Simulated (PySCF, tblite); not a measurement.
# C₇H₁₂− (doublet): geometry, infrared bands and EPR parameters

What infrared bands and EPR parameters should C₇H₁₂− (doublet) (`[CH2-][C](CC)C1CC1`) show?

Computed with tblite 0.8.0 and PySCF 2.14.0, with density-fitted response routines of our own, on a single molecule in the gas phase. Atoms are numbered from 0 throughout.

### 1 Starting geometry

19 atoms, charge -1, multiplicity 2; geometry from: force field or distance geometry start.

Bonds of the start (Å): C0–C1 1.49, C1–C2 1.49, C2–C3 1.51, C1–C4 1.45, C4–C5 1.51, C5–C6 1.54, C6–C4 1.52, C0–H7 1.12, C0–H8 1.11, C2–H9 1.13, C2–H10 1.09, C3–H11 1.11, C3–H12 1.14, C3–H13 1.10, C4–H14 1.14, C5–H15 1.09, C5–H16 1.13, C6–H17 1.09, C6–H18 1.11.

### 2 Optimising the geometry with GFN2-xTB

Job settings and geometry (Å):

```
{"job": {"kind": "relax", "xc": "GFN2-xTB", "basis": "xTB"}, "charge": -1, "multiplicity": 2}
C      0.770300     2.026900    -0.203600
C      0.068700     0.818100     0.305600
C      0.946400    -0.225000     0.912900
C      1.978700    -0.808000    -0.028300
C     -1.221900     0.475900    -0.248800
C     -1.981300    -0.732300     0.234000
C     -1.404000    -0.702900    -1.190300
H     -0.019100     2.731100    -0.562100
H      1.351900     2.486700     0.628800
H      1.547700     0.287700     1.716900
H      0.435900    -1.045800     1.420100
H      2.340200     0.006100    -0.682900
H      2.853700    -1.058300     0.656800
H      1.634600    -1.707600    -0.564400
H     -1.918200     1.361300    -0.411600
H     -1.504700    -1.322100     1.023300
H     -3.099900    -0.617100     0.291000
H     -0.629000    -1.460900    -1.326400
H     -2.159800    -0.504600    -1.978400
```

Launch:

```console
$ OMP_NUM_THREADS=1 python probes_run.py task.json out
```

The driver reads the jobs from task.json and runs them one after another.

**Question.** This job is followed by: GFN2-xTB harmonic vibrations, gas phase; UKS B3LYP, pcH-1 on C H, non-relativistic, mean-field spin-orbit, GIAO. What will the session give for the following? strongest single infrared mode (GFN2-xTB); zero-point energy (GFN2-xTB); g(iso) (B3LYP); ⟨S²⟩; largest a(iso) (averaged by class).

As calculated:

| quantity | value |
| --- | --- |
| strongest single infrared mode (GFN2-xTB) | 2863 cm⁻¹, 411 km/mol |
| zero-point energy (GFN2-xTB) | 101.4 kcal/mol |
| g(iso) (B3LYP) | 2.00260 |
| ⟨S²⟩ | 0.754 (exact 0.75) |
| largest a(iso) (averaged by class) | 13C on C0, 101.0 MHz |

In words: Over 101 steps the energy fell by 0.671 eV; of the close pairs, C4–H14 changed most, 1.138 to 1.089 Å. All 51 modes are real, so the xTB geometry is a minimum. The strongest single mode, at 2863 cm⁻¹, moves mainly H8. GFN2-xTB is a fitted tight-binding method: band positions and strengths are rough. Its intensities can rank the bands wrongly. The largest spin populations lie on C0 (0.48 e), C1 (0.41 e). The isotropic g lies 0.3 ppt above the free-electron value. The records flag this anion as possibly unbound in the gas phase, so the basis may hold the extra electron. These values are for one conformer; the search (at its own cheap level) found 2 more, at 0.27, 0.89 kcal/mol, and measured spectra average over such forms.
